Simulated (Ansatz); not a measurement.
**Ta₂N: a line through a two-coordinate scan**

Aim: follow the energy of Ta2N (P-3m1, No. 164; 3 atoms in the cell) along one coordinate, volume per atom, with the other held at c/a of the conventional cell = 1.606.

Program: Ansatz 0.2.0. Level of theory: DFT LDA, scalar-relativistic, plane waves, PAW. These are calculated values, not measurements.

16 further runs of the same task are left out: 16 set aside as unsound or not needed. Runs told in other sessions of the task aren't counted.

## Step 1: Starting point

Symmetry: P-3m1, No. 164, trigonal system. The conventional cell has a = 3.062 Å, b = 3.062 Å, c = 4.787 Å, α = 90.00°, β = 90.00°, γ = 120.00°. Ta (site symmetry 3m) has 3 N at 2.14 Å in its first shell of neighbours. Around N (site symmetry -3m) lie 6 Ta at 2.14 Å.

As a file:

```
Ta N
1.0
     3.06184    0.00000    0.00000
    -1.53092    2.65163    0.00000
     0.00000    0.00000    4.78716
Ta N
2 1
Direct
  0.66667 0.33333 0.74669
  0.33333 0.66667 0.25331
  0.00000 0.00000 0.00000
```

It goes back to an entry of the Materials Project, which need not be the stable form.

This cell was relaxed beforehand with the same method: volume 12.96 Å³/atom, gap on the mesh none (metal).

## Step 2: The scan

The energy is mapped over volume and the cell's shape.

First coordinate, volume per atom: 7 values from 11.919 to 13.992 Å³. Second coordinate, c/a of the conventional cell: 7 values from 1.443 to 1.694.

Nothing else is relaxed (fractional coordinates fixed). Energies count from the relaxed crystal. Points are written as (first, second).

## Step 3: Grid point (12.264 Å³, 1.606)

input.yaml

```yaml
crystal:
  lattice:
    - [2.9797313057, 0.0, 0.0]
    - [-1.4898656529, 2.5805230071, 0.0]
    - [0.0, 0.0, 4.7848525306]
  atoms:
    - { symbol: Ta, position: [0.6666666667, 0.3333333333, 0.7466885012] }
    - { symbol: Ta, position: [0.3333333333, 0.6666666667, 0.2533114988] }
    - { symbol: "N", position: [0.0, 0.0, 0.0] }
basis:
  ecutwfc: 520.0
kpoints:
  mp_grid: { grid: [18, 18, 10] }
hamiltonian:
  xc: lda
  pseudopotentials: { kind: paw, azcp: { folder: soft_1 } }
scf:
  occupations: { method: gaussian, width: 0.15 }
output:
  forces: true
  stress: true
  eigenvalues: true
```

On the command line:

```
ansatz run input.yaml --threads 2 --pin off --max-ram 4096MiB --backend cpu --events-out ev --progress --plain --runs-dir out
```

The program printed (excerpt; [...] marks lines left out):

```text
Warning: <dir> the record states the generating functional pbe (its physics header spells it `PBE`), which answers neither for hamiltonian.xc's functional nor for the lda family's — results may be inconsistent (PPs are generated against a specific XC)
[...]
Warning: RAYON_NUM_THREADS=2 ignored (pool sized by the plan → 2); use --threads N
[...]
Pseudopotentials: kind: paw
Pseudopotential: Ta, paw, valence charge 13, recommended cutoff 420 eV (normal), <dir>
Pseudopotential: N, paw, valence charge 5, recommended cutoff 420 eV (normal), <dir>
Functional definition: SPW92
[...]
Crystal: 3 atoms, lattice volume = 36.792 Å³
Basis set: ecut = 520 eV, 989 PW (Γ)
Bands: 20, of which v1, the nominal top of the filled ones, is band 16 counted from 1 (15 counted from 0)
Symmetry: 12 space group operations
Space group: P-3m1 (ITA 164), of the structure as read, at distance tolerance 3.3e-5 Å
k-points: 330 of 3240
[...]
SCF iter   1: F=—  HF=-19744.216665 eV  |F-HF|=—  |Δ(HF+E_count)|=         —  Δρ=5.44e-2  dr2=3.21e0  ethr=3.10e-3  ⟨swp⟩=4.9  Hψ=26960  notcnv=0
[...]
SCF iter   8: F=-19743.387815 eV  HF=-19743.387815 eV  |F-HF|=7.39e-10  |Δ(HF+E_count)|=   3.44e-8  Δρ=1.87e-6  dr2=1.24e-9  ethr=3.23e-10  ⟨swp⟩=4.0  Hψ=20306  notcnv=0
[...]
SCF converged after 8 iterations
Free energy (F): -19743.387815 eV
[...]
E sigma→0 (E₀):  -19743.381482 eV
Entropy (-TS):   -0.012665 eV (-4.222 meV/atom)
Fermi energy:    21.375907 eV
[...]
--- Forces (eV/Å), atoms counted from 1 ---
  atom   1  Ta    -0.00000000    -0.00000000    -0.68836437
  atom   2  Ta     0.00000000     0.00000000     0.68836437
  atom   3  N     -0.00000000     0.00000000     0.00000000
[...]
--- Stress (GPa, compression-positive) ---
       21.836224      -0.000000      -0.000000
       -0.000000      21.836224      -0.000000
       -0.000000      -0.000000      15.352034
  P = ⅓ Tr σ = 19.6748 GPa (196.748 kbar)
--- Band table (eV; the first three rows and the last of 330) ---
  k-point 0: bands = ["-46.8966", "-46.7832", "-14.2382", "-13.1279", "-13.1279", "-12.9780", "-12.9780", "-12.9035", "3.6436", "12.2790", "14.8663", "14.8663", "16.6096", "20.3592", "21.0915", "21.0915", "21.7315", "21.8872", "21.8872", "22.7522"]
[...]
```

It took 15 s on 2 threads of Arm Neoverse N1, shared host; peak memory 0.49 GiB.

Energy on the map's scale: 45 meV/atom.

## Step 4: The run at (12.955 Å³, 1.606)

Changes to input.yaml since step 3:

```diff
@@ -2,5 +2,5 @@
   lattice:
-    - [2.9797313057, 0.0, 0.0]
-    - [-1.4898656529, 2.5805230071, 0.0]
-    - [0.0, 0.0, 4.7848525306]
+    - [3.0347106991, 0.0, 0.0]
+    - [-1.5173553496, 2.6281365585, 0.0]
+    - [0.0, 0.0, 4.8731384406]
   atoms:
```

On the command line:

```
ansatz run input.yaml --threads 2 --pin off --max-ram 4096MiB --backend cpu --events-out ev --progress --plain --runs-dir out
```

The program printed (excerpt; [...] marks lines left out):

```text
Warning: <dir> the record states the generating functional pbe (its physics header spells it `PBE`), which answers neither for hamiltonian.xc's functional nor for the lda family's — results may be inconsistent (PPs are generated against a specific XC)
[...]
Warning: RAYON_NUM_THREADS=2 ignored (pool sized by the plan → 2); use --threads N
[...]
Pseudopotentials: kind: paw
Pseudopotential: Ta, paw, valence charge 13, recommended cutoff 420 eV (normal), <dir>
Pseudopotential: N, paw, valence charge 5, recommended cutoff 420 eV (normal), <dir>
Functional definition: SPW92
[...]
Crystal: 3 atoms, lattice volume = 38.866 Å³
Basis set: ecut = 520 eV, 1087 PW (Γ)
Bands: 20, of which v1, the nominal top of the filled ones, is band 16 counted from 1 (15 counted from 0)
Symmetry: 12 space group operations
Space group: P-3m1 (ITA 164), of the structure as read, at distance tolerance 3.4e-5 Å
k-points: 330 of 3240
[...]
SCF iter   1: F=—  HF=-19744.387572 eV  |F-HF|=—  |Δ(HF+E_count)|=         —  Δρ=5.54e-2  dr2=3.49e0  ethr=3.10e-3  ⟨swp⟩=4.8  Hψ=25735  notcnv=0
[...]
SCF iter   8: F=-19743.509670 eV  HF=-19743.509670 eV  |F-HF|=1.60e-9  |Δ(HF+E_count)|=   5.11e-8  Δρ=3.23e-6  dr2=3.19e-9  ethr=3.23e-10  ⟨swp⟩=6.3  Hψ=27719  notcnv=0
[...]
SCF converged after 8 iterations
Free energy (F): -19743.509670 eV
[...]
E sigma→0 (E₀):  -19743.502948 eV
Entropy (-TS):   -0.013443 eV (-4.481 meV/atom)
Fermi energy:    20.143908 eV
[...]
--- Forces (eV/Å), atoms counted from 1 ---
  atom   1  Ta     0.00000000     0.00000000    -0.22245887
  atom   2  Ta     0.00000000    -0.00000000     0.22245887
  atom   3  N     -0.00000000    -0.00000000     0.00000000
[...]
--- Stress (GPa, compression-positive) ---
        1.995958       0.000000      -0.000000
        0.000000       1.995958       0.000000
       -0.000000      -0.000000      -3.771535
  P = ⅓ Tr σ = 0.0735 GPa (0.735 kbar)
--- Band table (eV; the first three rows and the last of 330) ---
  k-point 0: bands = ["-48.2683", "-48.1805", "-15.4236", "-14.5179", "-14.5179", "-14.3907", "-14.3907", "-14.3218", "2.6906", "11.4057", "13.9341", "13.9341", "15.3160", "19.2003", "19.8787", "19.8787", "20.4806", "20.6183", "20.6183", "21.4261"]
[...]
```

Wall time 15 s (2 threads of Arm Neoverse N1, shared host); peak memory 0.51 GiB.

On the map this point reads 4.2 meV/atom.

## Step 5: Point (13.301 Å³, 1.606)

Changes to input.yaml since step 4:

```diff
@@ -2,5 +2,5 @@
   lattice:
-    - [3.0347106991, 0.0, 0.0]
-    - [-1.5173553496, 2.6281365585, 0.0]
-    - [0.0, 0.0, 4.8731384406]
+    - [3.0614545827, 0.0, 0.0]
+    - [-1.5307272914, 2.6512974411, 0.0]
+    - [0.0, 0.0, 4.9160837688]
   atoms:
```

On the command line:

```
ansatz run input.yaml --threads 2 --pin off --max-ram 4096MiB --backend cpu --events-out ev --progress --plain --runs-dir out
```

The program printed (excerpt; [...] marks lines left out):

```text
Warning: <dir> the record states the generating functional pbe (its physics header spells it `PBE`), which answers neither for hamiltonian.xc's functional nor for the lda family's — results may be inconsistent (PPs are generated against a specific XC)
[...]
Warning: RAYON_NUM_THREADS=2 ignored (pool sized by the plan → 2); use --threads N
[...]
Pseudopotentials: kind: paw
Pseudopotential: Ta, paw, valence charge 13, recommended cutoff 420 eV (normal), <dir>
Pseudopotential: N, paw, valence charge 5, recommended cutoff 420 eV (normal), <dir>
Functional definition: SPW92
[...]
Crystal: 3 atoms, lattice volume = 39.903 Å³
Basis set: ecut = 520 eV, 1087 PW (Γ)
Bands: 20, of which v1, the nominal top of the filled ones, is band 16 counted from 1 (15 counted from 0)
Symmetry: 12 space group operations
Space group: P-3m1 (ITA 164), of the structure as read, at distance tolerance 3.4e-5 Å
k-points: 330 of 3240
[...]
the search or the solves at the SCF's close seem to have found levels that the self-consistency loop had missed (the run counts 2). By its estimate they hold under 1e-12 electrons; where the run keeps them, the occupations were computed again with them
[...]
SCF converged after 8 iterations
Free energy (F): -19743.483982 eV
[...]
E sigma→0 (E₀):  -19743.477054 eV
Entropy (-TS):   -0.013856 eV (-4.619 meV/atom)
Fermi energy:    19.570771 eV
[...]
--- Forces (eV/Å), atoms counted from 1 ---
  atom   1  Ta     0.00000000     0.00000000    -0.02729017
  atom   2  Ta    -0.00000000    -0.00000000     0.02729017
  atom   3  N      0.00000000    -0.00000000     0.00000000
[...]
--- Stress (GPa, compression-positive) ---
       -6.004164       0.000000       0.000000
       -0.000000      -6.004164       0.000000
        0.000000       0.000000     -11.472203
  P = ⅓ Tr σ = -7.8268 GPa (-78.268 kbar)
--- Band table (eV; the first three rows and the last of 330) ---
  k-point 0: bands = ["-48.9092", "-48.8316", "-15.9843", "-15.1648", "-15.1648", "-15.0475", "-15.0475", "-14.9810", "2.2573", "11.0030", "13.5025", "13.5025", "14.7244", "18.6603", "19.3139", "19.3139", "19.8991", "20.0279", "20.0279", "20.8090"]
[...]
```

Run time: 19 s. Hardware: 2 threads of Arm Neoverse N1, shared host; peak memory 0.52 GiB.

That is 13 meV/atom from the zero.

## Step 6: The run at (13.646 Å³, 1.606)

Changes to input.yaml since step 5:

```diff
@@ -2,5 +2,5 @@
   lattice:
-    - [3.0614545827, 0.0, 0.0]
-    - [-1.5307272914, 2.6512974411, 0.0]
-    - [0.0, 0.0, 4.9160837688]
+    - [3.087698206, 0.0, 0.0]
+    - [-1.543849103, 2.6740250856, 0.0]
+    - [0.0, 0.0, 4.9582257792]
   atoms:
```

On the command line:

```
ansatz run input.yaml --threads 2 --pin off --max-ram 4096MiB --backend cpu --events-out ev --progress --plain --runs-dir out
```

The program printed (excerpt; [...] marks lines left out):

```text
Warning: <dir> the record states the generating functional pbe (its physics header spells it `PBE`), which answers neither for hamiltonian.xc's functional nor for the lda family's — results may be inconsistent (PPs are generated against a specific XC)
[...]
Warning: RAYON_NUM_THREADS=2 ignored (pool sized by the plan → 2); use --threads N
[...]
Pseudopotentials: kind: paw
Pseudopotential: Ta, paw, valence charge 13, recommended cutoff 420 eV (normal), <dir>
Pseudopotential: N, paw, valence charge 5, recommended cutoff 420 eV (normal), <dir>
Functional definition: SPW92
[...]
Crystal: 3 atoms, lattice volume = 40.938 Å³
Basis set: ecut = 520 eV, 1099 PW (Γ)
Bands: 20, of which v1, the nominal top of the filled ones, is band 16 counted from 1 (15 counted from 0)
Symmetry: 12 space group operations
Space group: P-3m1 (ITA 164), of the structure as read, at distance tolerance 3.4e-5 Å
k-points: 330 of 3240
[...]
the search or the solves at the SCF's close seem to have found levels that the self-consistency loop had missed (the run counts 1). By its estimate they hold under 1e-12 electrons; where the run keeps them, the occupations were computed again with them
[...]
SCF converged after 8 iterations
Free energy (F): -19743.410788 eV
[...]
E sigma→0 (E₀):  -19743.403647 eV
Entropy (-TS):   -0.014282 eV (-4.761 meV/atom)
Fermi energy:    19.024131 eV
[...]
--- Forces (eV/Å), atoms counted from 1 ---
  atom   1  Ta    -0.00000000     0.00000000     0.14641357
  atom   2  Ta    -0.00000000    -0.00000000    -0.14641357
  atom   3  N      0.00000000     0.00000000     0.00000000
[...]
--- Stress (GPa, compression-positive) ---
      -12.937783       0.000000       0.000000
        0.000000     -12.937783       0.000000
       -0.000000       0.000000     -18.138451
  P = ⅓ Tr σ = -14.6713 GPa (-146.713 kbar)
--- Band table (eV; the first three rows and the last of 330) ---
  k-point 0: bands = ["-49.5218", "-49.4532", "-16.5242", "-15.7819", "-15.7819", "-15.6736", "-15.6736", "-15.6092", "1.8499", "10.6212", "13.0923", "13.0923", "14.1661", "18.1449", "18.7748", "18.7748", "19.3449", "19.4646", "19.4646", "20.2204"]
[...]
```

It took 19 s on 2 threads of Arm Neoverse N1, shared host; peak memory 0.53 GiB.

Energy on the map's scale: 37 meV/atom.

## Step 7: The run at (13.992 Å³, 1.606)

Changes to input.yaml since step 6:

```diff
@@ -2,5 +2,5 @@
   lattice:
-    - [3.087698206, 0.0, 0.0]
-    - [-1.543849103, 2.6740250856, 0.0]
-    - [0.0, 0.0, 4.9582257792]
+    - [3.1135773215, 0.0, 0.0]
+    - [-1.5567886608, 2.696437057, 0.0]
+    - [0.0, 0.0, 4.9997824628]
   atoms:
```

On the command line:

```
ansatz run input.yaml --threads 2 --pin off --max-ram 4096MiB --backend cpu --events-out ev --progress --plain --runs-dir out
```

The program printed (excerpt; [...] marks lines left out):

```text
Warning: <dir> the record states the generating functional pbe (its physics header spells it `PBE`), which answers neither for hamiltonian.xc's functional nor for the lda family's — results may be inconsistent (PPs are generated against a specific XC)
[...]
Warning: RAYON_NUM_THREADS=2 ignored (pool sized by the plan → 2); use --threads N
[...]
Pseudopotentials: kind: paw
Pseudopotential: Ta, paw, valence charge 13, recommended cutoff 420 eV (normal), <dir>
Pseudopotential: N, paw, valence charge 5, recommended cutoff 420 eV (normal), <dir>
Functional definition: SPW92
[...]
Crystal: 3 atoms, lattice volume = 41.976 Å³
Basis set: ecut = 520 eV, 1105 PW (Γ)
Bands: 20, of which v1, the nominal top of the filled ones, is band 16 counted from 1 (15 counted from 0)
Symmetry: 12 space group operations
Space group: P-3m1 (ITA 164), of the structure as read, at distance tolerance 3.5e-5 Å
k-points: 330 of 3240
[...]
SCF iter   1: F=—  HF=-19744.249216 eV  |F-HF|=—  |Δ(HF+E_count)|=         —  Δρ=5.75e-2  dr2=3.92e0  ethr=3.10e-3  ⟨swp⟩=4.6  Hψ=25480  notcnv=0
[...]
SCF iter   8: F=-19743.295995 eV  HF=-19743.295995 eV  |F-HF|=2.66e-9  |Δ(HF+E_count)|=   7.61e-8  Δρ=3.80e-6  dr2=5.34e-9  ethr=3.23e-10  ⟨swp⟩=6.3  Hψ=28153  notcnv=0
[...]
SCF converged after 8 iterations
Free energy (F): -19743.295995 eV
[...]
E sigma→0 (E₀):  -19743.288633 eV
Entropy (-TS):   -0.014724 eV (-4.908 meV/atom)
Fermi energy:    18.499822 eV
[...]
--- Forces (eV/Å), atoms counted from 1 ---
  atom   1  Ta     0.00000000     0.00000000     0.30182064
  atom   2  Ta    -0.00000000    -0.00000000    -0.30182064
  atom   3  N      0.00000000     0.00000000    -0.00000000
[...]
--- Stress (GPa, compression-positive) ---
      -18.969492       0.000000       0.000000
        0.000000     -18.969492       0.000000
        0.000000       0.000000     -23.929318
  P = ⅓ Tr σ = -20.6228 GPa (-206.228 kbar)
--- Band table (eV; the first three rows and the last of 330) ---
  k-point 0: bands = ["-50.1104", "-50.0496", "-17.0467", "-16.3738", "-16.3738", "-16.2736", "-16.2736", "-16.2112", "1.4643", "10.2570", "12.7000", "12.7000", "13.6360", "17.6500", "18.2575", "18.2575", "18.8136", "18.9243", "18.9243", "19.6558"]
[...]
```

Wall time 17 s (2 threads of Arm Neoverse N1, shared host); peak memory 0.52 GiB.

That is 75 meV/atom from the zero.

## Step 8: The line in numbers

| volume per atom (Å³) | step | energy (meV/atom) | slope (meV/atom per Å³) | pressure (GPa) | largest force on an atom (eV/Å) |
| --- | --- | --- | --- | --- | --- |
| 11.919 | – | 100 | −198 | 31.7 | 0.96 |
| 12.264 | 3 | 45 | −123 | 19.7 | 0.69 |
| 12.610 | – | 14 | −57 | 9.2 | 0.44 |
| 12.955 | 4 | 4.2 | 0 | 0.1 | 0.22 |
| 13.301 | 5 | 13 | 49 | −7.8 | 0.03 |
| 13.646 | 6 | 37 | 92 | −14.7 | 0.15 |
| 13.992 | 7 | 75 | 129 | −20.6 | 0.30 |

Energies count from the relaxed crystal. Rows without a step come from runs not printed here or follow by symmetry. Slopes come from the forces (and the stress, where the cell changes), not from differences of energies.

In words: The lowest point computed on the line is at 12.955 Å³, 4.2 meV/atom from the zero. A fit to energies and slopes at the lowest point and its two neighbours puts the minimum at 12.9590 Å³, with a curvature of about 150 meV/atom per (Å³)². V·d²E/dV² there is about 320 GPa, a bulk modulus under this line's constraint. The highest point computed, at 11.919 Å³, lies 96 meV/atom above the lowest. This is one cut through a surface in two coordinates; the map's lowest point lies off it. A rigid map gives upper bounds: relaxing the other coordinates can only lower a point. Spin-orbit coupling is left out for Ta. The final runs have no spin polarisation, so a magnetic state may lie lower.
